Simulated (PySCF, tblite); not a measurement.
# C14H10F3N2+: electronic excitations, NMR shifts

What do calculations give for the electronic excitations, NMR shifts of C14H10F3N2+ (`C[n+]1c2ccccc2nc2cccc(C(F)(F)F)c21`)?

Computed with tblite 0.8.0 and PySCF 2.14.0 and routines of our own; the level stands in each step. Atoms count from 0.

## 1. The system as given

29 atoms, charge 1, multiplicity 1; geometry from: force field, distance geometry or constructed start.

## 2. Geometry optimisation with GFN2-xTB

What the job is given:

```
{"job": {"kind": "relax", "xc": "GFN2-xTB", "basis": "xTB"}, "charge": 1, "multiplicity": 1}
C      0.090100    -2.200700    -0.195100
N      0.188100    -0.727100    -0.017400
C      1.459900    -0.185200    -0.036600
C      2.620100    -0.918900     0.241100
C      3.880800    -0.330500     0.176700
C      3.989200     1.006800    -0.186400
C      2.843100     1.751700    -0.456600
C      1.583100     1.184500    -0.374100
N      0.519500     1.937600    -0.638000
C     -0.702900     1.429900    -0.453300
C     -1.767600     2.284700    -0.675300
C     -3.078000     1.879100    -0.458800
C     -3.321900     0.612800     0.046900
C     -2.255200    -0.284800     0.293200
C     -2.616900    -1.536100     1.041900
F     -1.644100    -1.892400     1.931400
F     -3.757500    -1.448400     1.766000
F     -2.769700    -2.607000     0.210600
C     -0.930200     0.083900    -0.042700
H      0.132100    -2.679800     0.786100
H     -0.826200    -2.426800    -0.744500
H      0.905000    -2.545200    -0.828400
H      2.586900    -1.959800     0.564200
H      4.774500    -0.910000     0.396900
H      4.972600     1.482700    -0.245000
H      2.934400     2.799900    -0.722300
H     -1.573500     3.306400    -1.013900
H     -3.898700     2.573600    -0.635500
H     -4.348900     0.336100     0.275400
```

Launch:

```console
OMP_NUM_THREADS=1 python large_run.py task.json out
```

The driver reads the jobs from task.json and runs them one after another.

Standard output:

```text
step      E/eV     max force
  0   -1488.48194    2.306
  1   -1488.69055    0.944
  2   -1488.72187    0.340
  3   -1488.73839    0.271
  4   -1488.75811    0.303
  5   -1488.76915    0.210
  6   -1488.77595    0.180
  7   -1488.77988    0.200
  8   -1488.78320    0.139
  9   -1488.78535    0.096
 10   -1488.78653    0.060
 11   -1488.78719    0.074
 12   -1488.78767    0.063
 13   -1488.78804    0.037
 14   -1488.78832    0.039
 15   -1488.78857    0.044
 16   -1488.78885    0.046
 17   -1488.78913    0.035
 18   -1488.78938    0.030
 19   -1488.78958    0.030
 20   -1488.78974    0.025
 21   -1488.78990    0.028
 22   -1488.79008    0.031
 23   -1488.79028    0.031
 24   -1488.79045    0.027
 25   -1488.79057    0.023
 26   -1488.79068    0.020
```

Wall time 0.76 s (1 thread of Arm Neoverse N1, shared host); peak memory 0.19 GiB.

Relaxation path:

```csv
step,energy from step 0 (eV),largest force (eV/Å)
0,0.0000,2.3068
1,-0.2086,0.9445
2,-0.2399,0.3403
3,-0.2565,0.2713
4,-0.2762,0.3028
5,-0.2872,0.2103
6,-0.2940,0.1800
7,-0.2979,0.1999
8,-0.3013,0.1394
9,-0.3034,0.0966
10,-0.3046,0.0608
11,-0.3053,0.0745
13,-0.3061,0.0366
14,-0.3064,0.0393
15,-0.3066,0.0437
16,-0.3069,0.0454
18,-0.3074,0.0308
19,-0.3076,0.0296
20,-0.3078,0.0255
22,-0.3081,0.0307
23,-0.3083,0.0311
24,-0.3085,0.0268
25,-0.3086,0.0224
26,-0.3087,0.0197
```

Distances of close pairs at the start and the end, largest changes first:

```csv
bond,before (Å),after (Å),change (Å)
C0–N1,1.488,1.449,-0.038
C12–C13,1.416,1.380,-0.036
C6–C7,1.384,1.419,+0.034
C9–C10,1.383,1.417,+0.034
C5–C6,1.393,1.363,-0.031
C10–C11,1.389,1.362,-0.027
C2–C7,1.416,1.442,+0.026
C14–F16,1.354,1.329,-0.025
```

The next job starts from the end point, and lists it.

## 3. Electronic excitations: TDA wB97X-D/6-31G*

What the job is given:

```
{"job": {"kind": "uv", "basis": "6-31G*", "grid": 1, "kgrid": 0, "vcut": null, "nstates": 8, "ntriplets": 3, "tda": true, "delta": ["ip_vertical", "ea_vertical"], "pop": true, "xc": "wB97X-D"}, "charge": 1, "multiplicity": 1}
C      0.087136    -2.169384    -0.189894
N      0.192433    -0.731468    -0.041455
C      1.440831    -0.188676    -0.034889
C      2.601282    -0.938877     0.220949
C      3.832118    -0.335382     0.166936
C      3.976803     1.020546    -0.190854
C      2.876115     1.782997    -0.444127
C      1.581483     1.209930    -0.355549
N      0.524243     1.942778    -0.643480
C     -0.686803     1.452374    -0.448828
C     -1.788128     2.312567    -0.685390
C     -3.059702     1.870492    -0.480250
C     -3.268050     0.587152     0.048206
C     -2.232385    -0.294998     0.278211
C     -2.605798    -1.556942     1.039766
F     -1.660878    -1.892352     1.933375
F     -3.732388    -1.390751     1.724289
F     -2.795773    -2.623971     0.247065
C     -0.900899     0.078498    -0.044986
H      0.150056    -2.684041     0.770150
H     -0.847054    -2.430611    -0.678776
H      0.897792    -2.519094    -0.827880
H      2.533961    -1.970899     0.524019
H      4.711891    -0.910820     0.410834
H      4.965356     1.446977    -0.249378
H      2.942074     2.828995    -0.695603
H     -1.565907     3.319765    -0.998990
H     -3.909201     2.507880    -0.662713
H     -4.272552     0.294084     0.315758
```

With the program's defaults for keys left out, this is: TDA wB97X-D/6-31G*, vertical, gas phase, core orbitals frozen in the response.

Standard output:

```text
start: PBE on a coarse grid of 25374 points
cycle   1  E = -947.1012962736  dE =  3.647e+00  |g| = 1.140e+00  |ddm| = 6.266e+00
cycle   2  E = -945.6420759820  dE =  1.459e+00  |g| = 2.767e+00  |ddm| = 3.601e+00
cycle   3  E = -947.2775853774  dE = -1.636e+00  |g| = 5.845e-01  |ddm| = 3.095e+00
cycle   4  E = -947.3545247868  dE = -7.694e-02  |g| = 2.613e-01  |ddm| = 9.165e-01
cycle   5  E = -947.3661764973  dE = -1.165e-02  |g| = 1.644e-01  |ddm| = 4.485e-01
cycle   6  E = -947.3729039106  dE = -6.727e-03  |g| = 5.371e-02  |ddm| = 2.264e-01
cycle   7  E = -947.3736272760  dE = -7.234e-04  |g| = 1.510e-02  |ddm| = 6.558e-02
cycle   8  E = -947.3736847437  dE = -5.747e-05  |g| = 5.447e-03  |ddm| = 1.931e-02
final grid: 112858 points
cycle   9  E = -947.9761550407  dE = -1.187e-02  |g| = 8.375e-02  |ddm| = 7.407e-01
cycle  10  E = -947.9765974015  dE = -4.424e-04  |g| = 8.388e-02  |ddm| = 1.490e-01
cycle  11  E = -947.9778069306  dE = -1.210e-03  |g| = 9.772e-03  |ddm| = 6.346e-02
cycle  12  E = -947.9778449304  dE = -3.800e-05  |g| = 5.413e-03  |ddm| = 2.029e-02
cycle  13  E = -947.9778554668  dE = -1.054e-05  |g| = 1.767e-03  |ddm| = 9.515e-03
cycle  14  E = -947.9778566403  dE = -1.174e-06  |g| = 8.969e-04  |ddm| = 3.041e-03
cycle  15  E = -947.9778584770  dE = -1.837e-06  |g| = 3.945e-04  |ddm| = 1.972e-03
cycle  16  E = -947.9778577237  dE =  7.533e-07  |g| = 1.120e-04  |ddm| = 8.325e-04
cycle  17  E = -947.9778598802  dE = -2.157e-06  |g| = 4.975e-05  |ddm| = 3.527e-04
converged SCF energy = -947.9778598802
Vertical ionisation energy (delta-SCF) = 12.6209 eV   <S^2> = 0.794
Vertical electron affinity (delta-SCF) = 5.9489 eV   <S^2> = 0.790

Static polarisability (au): isotropic 166.954, principal 63.444 163.789 273.631

Singlet excitations
state   eV       nm        f      main configurations
  1   3.1513    393.4   0.04694   H->L 0.68, H-3->L 0.27
  2   3.4937    354.9   0.03691   H-3->L 0.68, H->L 0.26
  3   3.9458    314.2   0.37623   H-1->L 0.80, H->L+1 0.15
  4   4.0470    306.4   0.02343   H-2->L 0.94
  5   5.7216    216.7   1.05628   H->L+1 0.55, H-3->L+1 0.21, H-1->L 0.09
  6   5.8406    212.3   0.02244   H-4->L 0.40, H-2->L+1 0.27, H-1->L+1 0.11
  7   6.0167    206.1   0.47487   H-3->L+1 0.56, H->L+1 0.16
  8   6.1337    202.1   0.00222   H-1->L+1 0.24, H-6->L 0.24, H->L+2 0.13

Triplet excitations (Tamm-Dancoff, eV): 2.0556 2.5834 2.7543
```

Run time: 3.8 min. Hardware: 1 thread of Arm Neoverse N1, shared host; peak memory 0.62 GiB.

The orbitals next to the gap, with their largest atomic shares:

```csv
orbital,eV,atoms
HOMO−4,-15.45,"C12 16 %, C4 16 %, C11 13 %"
HOMO−3,-14.03,"N8 59 %, C7 6 %, C9 6 %"
HOMO−2,-13.76,"C10 17 %, C6 14 %, C13 14 %"
HOMO−1,-13.19,"C7 15 %, C4 15 %, C9 15 %"
HOMO,-12.60,"C3 16 %, C6 15 %, C13 12 %"
LUMO,-5.87,"N8 21 %, N1 13 %, C12 10 %"
LUMO+1,-3.42,"C18 19 %, C11 14 %, C7 12 %"
LUMO+2,-2.71,"C10 21 %, C13 20 %, C12 14 %"
LUMO+3,-2.12,"C6 22 %, C3 22 %, C2 14 %"
```

With each of the 8 states as a Gaussian band of 0.4 eV half-width at 1/e, the curve within the window shown has maxima at 315 nm (ε 17,000), 214 nm (ε 56,000) L/(mol cm). Beyond the last state computed it falls off for lack of states. The curve at chosen wavelengths:

```tsv
nm	ε (L/mol/cm)
193	8435
205	41015
216	55716
228	29332
240	6766
252	877
263	499
275	2287
287	6827
298	12258
310	16176
322	15953
334	12767
345	9330
357	6428
369	4649
381	3627
392	3005
404	2445
416	1929
427	1493
439	1080
451	747
463	497
474	332
486	208
```

Ground-state properties from the same run:

```csv
property,computed
polarisability (Å³),24.74
HOMO–LUMO gap (eV),6.73
−ε(HOMO) (eV),12.60
```

## 4. NMR shifts: GIAO KT2/pcSseg-1

The job, as its differences from that of step 3:

```diff
@@ -1,2 +1,2 @@
-{"job": {"kind": "uv", "basis": "6-31G*", "grid": 1, "kgrid": 0, "vcut": null, "nstates": 8, "ntriplets": 3, "tda": true, "delta": ["ip_vertical", "ea_vertical"], "pop": true, "xc": "wB97X-D"}, "charge": 1, "multiplicity": 1}
+{"job": {"kind": "nmr", "basis": "pcSseg-1", "pop": false, "xc": "KT2"}, "charge": 1, "multiplicity": 1}
 C      0.087136    -2.169384    -0.189894
```

Method: GIAO KT2/pcSseg-1 NMR shielding, non-relativistic, gas phase.

Standard output:

```text
start: PBE on a coarse grid of 25374 points
cycle   1  E = -946.7136782957  dE =  3.631e+00  |g| = 1.128e+00  |ddm| = 5.900e+00
cycle   2  E = -945.2713794517  dE =  1.442e+00  |g| = 2.776e+00  |ddm| = 3.926e+00
cycle   3  E = -946.8820744495  dE = -1.611e+00  |g| = 5.705e-01  |ddm| = 3.297e+00
cycle   4  E = -946.9502874982  dE = -6.821e-02  |g| = 2.710e-01  |ddm| = 8.781e-01
cycle   5  E = -946.9630228670  dE = -1.274e-02  |g| = 1.646e-01  |ddm| = 4.395e-01
cycle   6  E = -946.9695940081  dE = -6.571e-03  |g| = 5.099e-02  |ddm| = 2.082e-01
cycle   7  E = -946.9702064969  dE = -6.125e-04  |g| = 1.579e-02  |ddm| = 5.986e-02
cycle   8  E = -946.9702669845  dE = -6.049e-05  |g| = 5.408e-03  |ddm| = 1.927e-02
final grid: 240181 points
cycle   9  E = -963.6239632062  dE = -3.772e-02  |g| = 2.389e-01  |ddm| = 7.526e-01
cycle  10  E = -963.6046096922  dE =  1.935e-02  |g| = 4.181e-01  |ddm| = 5.619e-01
cycle  11  E = -963.6311302878  dE = -2.652e-02  |g| = 6.461e-02  |ddm| = 3.951e-01
cycle  12  E = -963.6321036146  dE = -9.733e-04  |g| = 2.086e-02  |ddm| = 8.591e-02
cycle  13  E = -963.6322015275  dE = -9.791e-05  |g| = 7.626e-03  |ddm| = 3.179e-02
cycle  14  E = -963.6322144605  dE = -1.293e-05  |g| = 3.731e-03  |ddm| = 1.291e-02
cycle  15  E = -963.6322186870  dE = -4.227e-06  |g| = 9.754e-04  |ddm| = 4.750e-03
cycle  16  E = -963.6322198860  dE = -1.199e-06  |g| = 2.824e-04  |ddm| = 1.152e-03
cycle  17  E = -963.6322189414  dE =  9.446e-07  |g| = 1.102e-04  |ddm| = 4.384e-04
cycle  18  E = -963.6322205806  dE = -1.639e-06  |g| = 3.336e-05  |ddm| = 1.625e-04
converged SCF energy = -963.6322205806

GIAO shielding tensors (ppm)
atom      isotropic    diamagn.    paramagn.     s11        s22        s33       span
  0 C      139.334     250.002    -110.667    117.796    127.536    172.672     54.875
  1 N       77.166     341.994    -264.828    -18.466     41.358    208.608    227.074
  2 C       59.264     257.117    -197.852     -5.682     21.992    161.483    167.165
  3 C       72.767     254.987    -182.220     -9.280     54.758    172.822    182.102
  4 C       44.909     253.688    -208.779    -58.282     17.545    175.464    233.746
  5 C       54.128     256.071    -201.943    -48.192     34.660    175.916    224.108
  6 C       53.038     250.020    -196.982    -39.339     40.844    157.607    196.946
  7 C       47.148     259.234    -212.085    -14.770     -1.628    157.843    172.613
  8 N     -122.109     335.102    -457.212   -499.897   -128.672    262.240    762.137
  9 C       47.370     259.937    -212.567    -13.467     -0.810    156.387    169.854
 10 C       49.508     251.056    -201.548    -42.245     36.704    154.064    196.308
 11 C       56.252     257.529    -201.277    -44.697     36.727    176.725    221.422
 12 C       46.841     247.019    -200.178    -51.597     18.915    173.206    224.803
 13 C       65.733     265.131    -199.398      0.906     47.706    148.587    147.681
 14 C       53.941     244.125    -190.185     44.566     51.047     66.209     21.643
 15 F      221.916     482.313    -260.397    147.819    213.049    304.880    157.061
 16 F      226.396     470.432    -244.036    166.918    204.964    307.307    140.388
 17 F      209.717     475.567    -265.850    128.881    206.304    293.966    165.085
 18 C       61.998     255.550    -193.552      2.158     23.579    160.257    158.100
 19 H       25.986      30.649      -4.663     19.538     27.636     30.784     11.246
 20 H       26.483      31.402      -4.919     19.470     27.862     32.117     12.648
 21 H       27.144      31.105      -3.960     20.091     28.105     33.237     13.147
 22 H       23.273      32.781      -9.509     16.607     23.726     29.485     12.878
 23 H       22.743      27.886      -5.143     18.403     23.238     26.588      8.185
 24 H       22.928      26.818      -3.890     18.779     24.132     25.872      7.093
 25 H       22.556      29.673      -7.117     17.460     23.791     26.417      8.957
 26 H       22.505      30.656      -8.151     17.314     23.971     26.230      8.916
 27 H       22.958      27.697      -4.740     18.659     24.488     25.727      7.067
 28 H       22.415      29.747      -7.332     16.982     21.572     28.691     11.708
```

It took 68 s on 1 thread of Arm Neoverse N1, shared host; peak memory 0.6 GiB.

The references, computed at this level on geometries of the same kind, shield at (ppm): 1H TMS 31.62, 13C TMS 185.6, 19F CFCl3 131.4, 15N NH3 266.5. Their shielding less the atom's gives the shift. The references are single molecules in the gas phase, so shifts against H2O, NH3, PH3, H3PO4 or CFCl3 are not on the usual liquid scales and can be off by tens of ppm. Atoms listed in one row are averaged.

```csv
atoms,environment,σ (ppm),δ (ppm)
C4,aromatic CH,44.9,140.7
C12,aromatic CH,46.8,138.8
C7,ring-fusion aromatic carbon,47.1,138.4
C9,ring-fusion aromatic carbon,47.4,138.2
C10,aromatic CH,49.5,136.1
C6,aromatic CH,53.0,132.6
C14,CF3 carbon,53.9,131.7
C5,aromatic CH,54.1,131.5
C11,aromatic CH,56.3,129.3
C2,ring-fusion aromatic carbon,59.3,126.3
C18,ring-fusion aromatic carbon,62.0,123.6
C13,substituted aromatic carbon,65.7,119.9
C3,aromatic CH,72.8,112.8
C0,methyl carbon bonded to N,139.3,46.3
H28,hydrogen on an aromatic CH,22.41,9.21
H26,hydrogen on an aromatic CH,22.51,9.12
H25,hydrogen on an aromatic CH,22.56,9.07
H23,hydrogen on an aromatic CH,22.74,8.88
H24,hydrogen on an aromatic CH,22.93,8.70
H27,hydrogen on an aromatic CH,22.96,8.67
H22,hydrogen on an aromatic CH,23.27,8.35
"H19, H20, H21",hydrogen on a methyl carbon bonded to N,26.54,5.09
N8,pyridine-type ring nitrogen,-122.1,388.6
N1,cationic ring nitrogen,77.2,189.4
"F15, F16, F17",fluorine of a CF3 group,219.3,-88.0
```

Ring of atoms N1, C2, C7, N8, C9, C18: NICS(0) -8.6, NICS(1) -11.4, NICS(1)zz -26.3 ppm (means of both faces).

Ring of atoms C2, C3, C4, C5, C6, C7: NICS(0) -7.8, NICS(1) -10.8, NICS(1)zz -25.8 ppm (means of both faces).

Ring of atoms C9, C10, C11, C12, C13, C18: NICS(0) -8.1, NICS(1) -10.7, NICS(1)zz -24.9 ppm (means of both faces).

## 5. Summary of results

```
                                                                quantity                                                                                                value
                                         lowest singlet (wB97X-D/6-31G*)                                                                          3.15 eV (393 nm), f = 0.047
                                brightest single state of those computed                                                                          state 5, 5.72 eV, f = 1.056
                                                          lowest triplet                                                                                              2.06 eV
                                       vertical electron affinity (ΔSCF)                                                                                              5.95 eV
                                   13C shifts against TMS (KT2/pcSseg-1)  140.7, 138.8, 138.4, 138.2, 136.1, 132.6, 131.7, 131.5, 129.3, 126.3, 123.6, 119.9, 112.8, 46.3 ppm
   1H shifts against TMS (KT2/pcSseg-1, means over atoms taken as alike)                                                   9.21, 9.12, 9.07, 8.88, 8.70, 8.67, 8.35, 5.09 ppm
                                   15N shifts against NH3 (KT2/pcSseg-1)                                                                                     388.6, 189.4 ppm
19F shifts against CFCl3 (KT2/pcSseg-1, means over atoms taken as alike)                                                                                            -88.0 ppm
```

**Reading.** The lowest singlet, at 3.15 eV, is HOMO→LUMO 0.68, HOMO−3→LUMO 0.27 and is weak; of the 8 states computed, the strongest absorption comes from state 5 at 5.72 eV. The lowest triplet lies 1.10 eV below the lowest singlet. At KT2/pcSseg-1: The widest tensor belongs to N8: span 762 ppm, with a paramagnetic part of -457 ppm. NICS(1)zz of -26 ppm above the planar ring from C2 marks a diatropic (aromatic) ring current. NICS(1)zz of -25 ppm above the planar ring from C9 marks a diatropic (aromatic) ring current.
